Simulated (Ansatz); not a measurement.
**FGaHO radical: how energies converge with the basis set**

The task here is to estimate one member of a computed series from the others.

Computed with Ansatz 0.2.0, Gaussian basis. Level: one geometry, several basis sets.

The runs, in order: PBE0-D4/def2-SVP; ωB97M-V/def2-SVP; PBE0-D4/def2-QZVPP; ωB97M-V/def2-QZVPP; the functionals' def2-TZVPP values are taken from earlier runs.

## The geometry

The geometry comes from an earlier relaxation with PBE0-D4 in a triple-zeta def2 set; it is a stationary point.

SMILES `[OH][Ga][F]`, 4 atoms, charge 0, spin multiplicity 2.

Atoms are counted from 1 here; the program's logs count them from 0.

Bond lengths: O1–Ga2 1.795 Å, O1–H4 0.961 Å, Ga2–F3 1.759 Å. Angles: Ga2–O1–H4 113.8°, O1–Ga2–F3 114.7°.

The first run:

File in.yaml:

```yaml
crystal:
  periodic: [false, false, false]
  atoms:
    - {symbol: O, position_ang: [-0.928536, 0.061247, -0.333304]}
    - {symbol: Ga, position_ang: [0.802444, 0.214266, 0.117421]}
    - {symbol: F, position_ang: [1.450125, -1.148023, 1.023024]}
    - {symbol: H, position_ang: [-1.268433, 0.812310, -0.827441]}
basis:
  gaussian: {orbitals: def2-SVP}
magnetization: {spin_polarized: true, initial_magnetization: 1}
hamiltonian: {xc: pbe0, dispersion: d4}
output: {orbitals: {seedname: orbitals}}
```

Steps of the session up to this table: PBE0-D4 in def2-SVP; ωB97M-V in def2-SVP; PBE0-D4 in def2-QZVPP; ωB97M-V in def2-QZVPP.

One of the session's tables, all rows but one given; the rest of the session is left out.

It belongs to the step «Functionals by basis». 

| functional | basis | HOMO (eV) | LUMO (eV) |
| --- | --- | --- | --- |
| PBE0-D4 | def2-SVP | ? | ? |
| PBE0-D4 | def2-TZVPP | -7.02 | -3.67 |
| PBE0-D4 | def2-QZVPP | -7.07 | -3.74 |
| ωB97M-V | def2-SVP | -8.99 | -1.87 |
| ωB97M-V | def2-TZVPP | -9.12 | -1.94 |
| ωB97M-V | def2-QZVPP | -9.19 | -2.07 |

**Question.** Estimate the row for PBE0-D4, def2-SVP.

**Answer.** HOMO (eV): -6.90; LUMO (eV): -3.59. In the column «HOMO (eV)» it is the highest.
